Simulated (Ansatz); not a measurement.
**SnCl3F: how energies converge with the basis set**

Aim: see how fast density functionals converge with the basis set for SnCl3F.

The runs use Ansatz 0.2.0, Gaussian basis; one geometry, several basis sets.

Levels to be run: PBE0-D4/def2-SVP; ωB97M-V/def2-SVP; PBE0-D4/def2-QZVPP; ωB97M-V/def2-QZVPP; the functionals' def2-TZVPP values are taken from earlier runs.

### Step 1. Structure used throughout

The geometry comes from an earlier relaxation with PBE0-D4 in a triple-zeta def2 set; it is a stationary point. Sn takes the def2 core potential; no spin-orbit term is included.

SMILES `[F][Sn]([Cl])([Cl])[Cl]`, 5 atoms, charge 0, spin multiplicity 1.

Atoms are counted from 1 here; the program's logs count them from 0.

Bond lengths: F1–Sn2 1.892 Å, Sn2–Cl3 2.279 Å, Sn2–Cl4 2.279 Å, Sn2–Cl5 2.279 Å. Angles: F1–Sn2–Cl3 107.4°, F1–Sn2–Cl4 107.4°, F1–Sn2–Cl5 107.4°, Cl3–Sn2–Cl4 111.5°, Cl3–Sn2–Cl5 111.5°, Cl4–Sn2–Cl5 111.5°.

### Step 2. PBE0-D4 in def2-SVP

File in.yaml:

```yaml
crystal:
  periodic: [false, false, false]
  atoms:
    - {symbol: F, position_ang: [-0.364536, -0.145826, 1.880971]}
    - {symbol: Sn, position_ang: [-0.005628, -0.002255, 0.029110]}
    - {symbol: Cl, position_ang: [1.736354, -1.396310, -0.436180]}
    - {symbol: Cl, position_ang: [-1.895457, -0.628132, -1.080452]}
    - {symbol: Cl, position_ang: [0.529258, 2.172523, -0.393458]}
basis:
  gaussian: {orbitals: def2-SVP}
hamiltonian: {xc: pbe0, dispersion: d4}
output: {orbitals: {seedname: orbitals}}
```

After this run come: ωB97M-V in def2-SVP; PBE0-D4 in def2-QZVPP; ωB97M-V in def2-QZVPP.

**Question.** What will the summary of the whole plan be? Wanted: PBE0-D4: double and triple zeta above quadruple; ωB97M-V: double and triple zeta above quadruple.

The runs gave:

| quantity | value |
| --- | --- |
| PBE0-D4: double and triple zeta above quadruple | 18.29, 1.34 eV |
| ωB97M-V: double and triple zeta above quadruple | 18.13, 1.28 eV |

What this shows: PBE0-D4 gains 16.95 eV from double to triple zeta, then 1.34 eV more. These are total energies; as a rule much of such shifts cancels in differences, which this series doesn't test.
